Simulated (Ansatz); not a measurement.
# Si: the cost of one run

Computed with Ansatz 0.2.0 (DFT r2SCAN, scalar-relativistic, plane waves, PAW, unless a step's input says otherwise).

**1. The starting structure**

Symmetry: P6_3/mmc, No. 194, hexagonal system. Conventional cell: a = 3.831 Å, b = 3.831 Å, c = 6.333 Å, α = 90.00°, β = 90.00°, γ = 120.00°. Si (site symmetry 3m) is surrounded by 4 Si at 2.35 to 2.37 Å.

Structure file:

```
Si
1.0
     3.83132    0.00000    0.00000
    -1.91566    3.31802    0.00000
     0.00000    0.00000    6.33262
Si
4
Cartesian
  0.0000 2.2120 0.3990
  1.9157 1.1060 3.5653
  0.0000 2.2120 2.7673
  1.9157 1.1060 5.9336
```

It goes back to an entry of the Materials Project, which need not be the stable form.

No relaxation comes first: the listed cell is the starting point.

**2. The scan: biaxial against axial strain**

The cell is strained by p along both x and y and by q along z, with fractional coordinates fixed.

**3. At p = -0.080, q = -0.080**

The input, input.yaml:

```yaml
crystal:
  lattice:
    - [3.5248120637, 0.0, 0.0]
    - [-1.7624060319, 3.0525767907, 0.0]
    - [0.0, 0.0, 5.8260122402]
  atoms:
    - { symbol: Si, position: [0.3333333333, 0.6666666667, 0.0630095] }
    - { symbol: Si, position: [0.6666666667, 0.3333333333, 0.5630095] }
    - { symbol: Si, position: [0.3333333333, 0.6666666667, 0.4369905] }
    - { symbol: Si, position: [0.6666666667, 0.3333333333, 0.9369905] }
basis:
  ecutwfc: 500
kpoints:
  mp_grid: { grid: [12, 12, 6] }
hamiltonian:
  xc: r2scan
scf:
  occupations: { method: gaussian, width: 0.05 }
output:
  forces: true
  stress: true
  eigenvalues: true
```

On the command line:

```sh
ansatz run input.yaml --threads 1 --pin off --max-ram 2560MiB --backend cpu --events-out ev --progress --plain --runs-dir out
```

What time and memory should one allow on 1 thread of Arm Neoverse V1, shared host?

About 9.2 s, with a peak of 0.47 GiB.
